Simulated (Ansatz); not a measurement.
## BrH₃OSn, SMILES [OH][SnH2][Br]: a ladder of methods at one geometry, step by step

With Ansatz's Python interface.

The cells in order, each with its output:

**Cell 1**
```python
from pathlib import Path

import ansatz as az
import numpy as np
```

**Cell 2**
```python
geometry_ang = [
    ("O", (-1.2245, -0.9132, -0.5022)),
    ("Sn", (0.2995, 0.146, 0.122)),
    ("Br", (2.0544, -1.4567, 0.871)),
    ("H", (-1.8462, -0.1619, -0.7958)),
    ("H", (0.9269, 1.1296, -1.1996)),
    ("H", (-0.1681, 1.1921, 1.4584)),
]
molecule = az.Crystal.molecule()
for symbol, xyz in geometry_ang:
    molecule = molecule.atom(symbol, xyz)
```

**Cell 3**
```python
base = molecule.calculation().basis(gaussian="def2-SVP")
```

**Cell 4**
```python
print("functional    E (Ha)        dipole (D)   HOMO (eV)  LUMO (eV)")
for name in ["lc_wpbe", "b3lyp", "pbe", "hse06", "revpbe"]:
    rep = base.functional(name).forces().orbitals().run(runs_dir="runs").report
    lines = Path(rep["orbitals_path"]).read_text().splitlines()
    field_of = lambda key: [line.split("=")[1].strip() for line in lines if line.startswith(key)]
    orbitals = [(27.211386 * float(e), s, float(n)) for e, s, n in zip(field_of("Ene="), field_of("Spin="), field_of("Occup="))]
    homo = max(e for e, _, n in orbitals if n > 0.5)
    lumo = min(e for e, _, n in orbitals if n < 0.5)
    dipole = 4.803205 * np.linalg.norm(rep["charge_distribution"]["dipole_moment_e_ang"])
    print(f"{name:10s} {rep['free_energy_ev'] / 27.211386246:14.6f} {dipole:9.3f} {homo:11.3f} {lumo:10.3f}")
```
Output:
```text
functional    E (Ha)        dipole (D)   HOMO (eV)  LUMO (eV)
lc_wpbe      -2864.771915     3.324     -10.891      0.986
b3lyp        -2865.234136     3.012      -7.880     -1.535
pbe          -2864.659966     2.897      -6.789     -2.164
hse06        -2864.759213     3.138      -7.789     -1.646
revpbe       -2864.934184     2.882      -6.764     -2.094
```

Total energies depend on the basis set; only differences at equal settings carry meaning. The geometry is a force-field or estimated start, not a minimum of this method, and the basis set is short of its limit. A lower total doesn't mark the better method: functionals have no common bound, and MP2 and coupled cluster aren't variational. def2 sets replace the cores of elements past krypton by effective core potentials. b3lyp holds the VWN-RPA fit, as in Gaussian; the form of ORCA and Turbomole is b3lyp5. Levels such as HOMO and LUMO are orbital energies: with these approximate functionals they aren't the ionisation energy and electron affinity, and their gap isn't the fundamental gap. hse06 follows the composition of plane-wave codes, whose totals differ by tens of mHa, up to about 0.1 Ha, from the form usual in Gaussian-basis programs (wpbeh). Finished in 14 s on 1 thread of Intel(R) Xeon(R) Processor @ 2.30GHz, with other jobs on the host, peak memory 0.31 GiB.
